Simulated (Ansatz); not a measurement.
# CH₅Ga + H₂: a complex and its separated parts

The complex below is one end of an elementary step. How strongly is it bound against its free parts?

The runs use Ansatz 0.2.0, Gaussian basis; PBE0-D4/def2-TZVP structures, single points in def2-TZVPP, no counterpoise correction.

Levels: SPW92, PBE-D4, BLYP-D4, r2SCAN-D4, B97M-V, PBE0-D4, B3LYP-D4, r2SCAN0-D4, BHLYP-D4, CAM-B3LYP-D4, wB97X-V, wB97M-V, B2PLYP, PBE-QIDH, RPA on PBE, Hartree-Fock, MP2, CCSD, CCSD(T).

Cores are frozen in the correlated methods. Filled d shells of the heavier atoms are correlated. B3LYP uses VWN-RPA correlation. B2PLYP carries no dispersion term here.

20 further runs of the same task are left out: 20 set aside as unsound or not needed.

### 1 Starting geometry

The complex: 9 atoms, charge 0, spin multiplicity 1.

Atoms are counted from 1 here; the program's logs count them from 0.

Bond lengths: Ga1–H3 1.574 Å, Ga1–H4 1.574 Å, Ga1–C6 1.972 Å, H2–H5 0.753 Å, C6–H7 1.091 Å, C6–H8 1.095 Å, C6–H9 1.091 Å. Angles: H3–Ga1–H4 118.8°, H3–Ga1–C6 120.5°, H4–Ga1–C6 120.4°, Ga1–C6–H7 112.1°, Ga1–C6–H8 108.3°, Ga1–C6–H9 112.2°, H7–C6–H8 107.3°, H7–C6–H9 109.3°, H8–C6–H9 107.4°.

As a file:

```xyz
9
charge 0, multiplicity 1
Ga   -0.8795    0.2286   -0.2433
H     0.6624    1.7120   -1.3210
H    -1.3498   -0.1724   -1.6905
H    -1.4973    1.5114    0.4273
H     1.1486    1.2810   -0.9399
C     0.3179   -0.9550    0.7826
H     0.9054   -0.4060    1.5203
H    -0.2975   -1.6778    1.3285
H     0.9897   -1.5218    0.1360
```

Its parts: CH₅Ga holds atoms 1, 3, 4, 6, 7, 8, 9; H₂ holds atoms 2, 5. Each part counts its atoms afresh in its own runs.

### 2 Relaxing CH₅Ga alone

Contents of relax-a/in.yaml:

```yaml
crystal:
  periodic: [false, false, false]
  atoms:
    - {symbol: Ga, position_ang: [-0.879505, 0.228625, -0.243265]}
    - {symbol: H, position_ang: [-1.349753, -0.172440, -1.690525]}
    - {symbol: H, position_ang: [-1.497322, 1.511359, 0.427253]}
    - {symbol: C, position_ang: [0.317905, -0.955038, 0.782605]}
    - {symbol: H, position_ang: [0.905427, -0.405953, 1.520289]}
    - {symbol: H, position_ang: [-0.297468, -1.677779, 1.328460]}
    - {symbol: H, position_ang: [0.989737, -1.521768, 0.135978]}
basis:
  gaussian: {orbitals: def2-TZVP}
hamiltonian: {xc: pbe0, dispersion: d4}
relax: {f_tol: 0.005, max_steps: 200}
```

The command line of these runs was not kept.

Further steps of the session: Relaxing H₂ alone; wB97M-V/def2-TZVPP; CCSD(T)/def2-TZVPP; Vibrations of CH₅Ga; Vibrations of H₂.

**Question.** What will these runs give? Wanted: complex less parts, CCSD(T)/def2-TZVPP; with zero-point energy; largest T1 diagnostic.

**Answer**, as computed:

| quantity | value |
| --- | --- |
| complex less parts, CCSD(T)/def2-TZVPP | -8.0 kJ/mol |
| with zero-point energy | +0.4 kJ/mol |
| largest T1 diagnostic | 0.012 |

In words: At CCSD(T) the complex lies 8.0 kJ/mol below its parts. PBE-QIDH is the best functional here (0.0 kJ/mol from CCSD(T)); SPW92 is the worst (-15.0 kJ/mol). Mean unsigned error by rung: LDA 15.0, GGA 2.3, meta-GGA 1.0, hybrid 1.5, range-separated hybrid 0.2, double hybrid 1.9 kJ/mol. PBE-D4 gives a relative energy 2.2 kJ/mol too low, an error of 28 % of the reference. The complex's frequency run has imaginary modes: the structure is no minimum, so both the energy and the zero-point correction are in doubt. No counterpoise was applied, and triple zeta lacks some correlation, so the CCSD(T) reference has a basis error of its own, and close matches with it are partly luck.
